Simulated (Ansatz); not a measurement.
Write a Python script for Ansatz 0.2.0 through its Python package that makes a single point in a Gaussian basis of FH₄SbSiTe, SMILES [F][SbH][SiH2][TeH]. Level of theory: PBE, def2-TZVP basis, multiplicity 1.

```xyz
8

F    -2.3331    0.8679   -0.4102
Sb   -0.8002    0.4850   -1.5604
Si    0.6053    0.0946    0.4591
Te    0.0463   -2.0377    1.5413
H    -0.3104    2.1718   -1.6458
H     0.4517    1.2135    1.4242
H     2.0772    0.0250    0.0738
H     0.3553   -2.8773    0.0623
```

`energy.py`:
```python
from pathlib import Path
import argparse

import ansatz as az

parser = argparse.ArgumentParser(description="Electronic structure of the FH4SbSiTe molecule.")
parser.add_argument("--basis-set", required=True, help="basis")
parser.add_argument("--functional", required=True, help="exchange-correlation functional")
args = parser.parse_args()


def main() -> None:
    geometry_ang = [
        ("F", [-2.3331, 0.8679, -0.4102]),
        ("Sb", [-0.8002, 0.485, -1.5604]),
        ("Si", [0.6053, 0.0946, 0.4591]),
        ("Te", [0.0463, -2.0377, 1.5413]),
        ("H", [-0.3104, 2.1718, -1.6458]),
        ("H", [0.4517, 1.2135, 1.4242]),
        ("H", [2.0772, 0.025, 0.0738]),
        ("H", [0.3553, -2.8773, 0.0623]),
    ]
    mol = az.Crystal.molecule()
    for symbol, xyz in geometry_ang:
        mol = mol.atom(symbol, xyz)

    model = mol.calculation().basis(gaussian=args.basis_set).functional(args.functional).orbitals()
    res = model.run(threads=1, runs_dir="fh4sbsite_runs")
    r = res.report

    print("reference energy %16.6f eV" % r["reference_energy_ev"])
    print("total energy     %16.6f eV" % r["free_energy_ev"])
    print("occupied orbitals outside the frozen core (up, down):", r["n_occupied"], " frozen:", r["n_frozen"], " virtual:", r["n_virtual"])

    state = r["mean_field"]["state"]
    print(f"mean field: {state['energy']['hartree']:.7f} Ha, <S^2> = {abs(state['spin_squared']):.4f}, stability: {state.get('stability', {}).get('kind')}")

    lines = Path(r["orbitals_path"]).read_text().splitlines()
    field_of = lambda key: [line.split("=")[1].strip() for line in lines if line.startswith(key)]
    orbitals = [(27.211386 * float(e), s, float(n)) for e, s, n in zip(field_of("Ene="), field_of("Spin="), field_of("Occup="))]
    homo = max(e for e, _, n in orbitals if n > 0.5)
    lumo = min(e for e, _, n in orbitals if n < 0.5)
    for e, spin, n in sorted(orbitals):
        if homo - 6 < e < lumo + 5:
            print(f"{spin:6s} {e:10.3f} eV  occupation {n:.0f}")


if __name__ == "__main__":
    main()
```

```console
$ python energy.py --basis-set def2-TZVP --functional PBE
reference energy    -24486.161307 eV
total energy        -24486.161307 eV
occupied orbitals outside the frozen core (up, down): [37, 37]  frozen: 0  virtual: [155, 155]
mean field: -899.8498307 Ha, <S^2> = 0.0000, stability: minimum
Alpha      -9.949 eV  occupation 2
Alpha      -9.453 eV  occupation 2
Alpha      -9.276 eV  occupation 2
Alpha      -9.076 eV  occupation 2
Alpha      -8.585 eV  occupation 2
Alpha      -8.063 eV  occupation 2
Alpha      -7.343 eV  occupation 2
Alpha      -6.535 eV  occupation 2
Alpha      -5.577 eV  occupation 2
Alpha      -2.812 eV  occupation 0
Alpha      -1.867 eV  occupation 0
Alpha      -1.338 eV  occupation 0
Alpha      -1.195 eV  occupation 0
Alpha      -0.558 eV  occupation 0
Alpha       0.245 eV  occupation 0
Alpha       0.308 eV  occupation 0
Alpha       1.998 eV  occupation 0
```

Notes:
- Total energies depend on the basis set; only differences at equal settings carry meaning.
- The geometry is a force-field or estimated start, not a minimum of this method, and the basis set is short of its limit.
- Alpha marks a spatial orbital of a restricted run, filled by both spins.
- Levels such as HOMO and LUMO are orbital energies: with these approximate functionals they aren't the ionisation energy and electron affinity, and their gap isn't the fundamental gap.
- Timing: 6.3 s on 1 thread of Arm Neoverse V1 (shared host), peak memory 0.3 GiB.

(A comment or docstring line of the script was reworded after the run, the code is as it ran.)
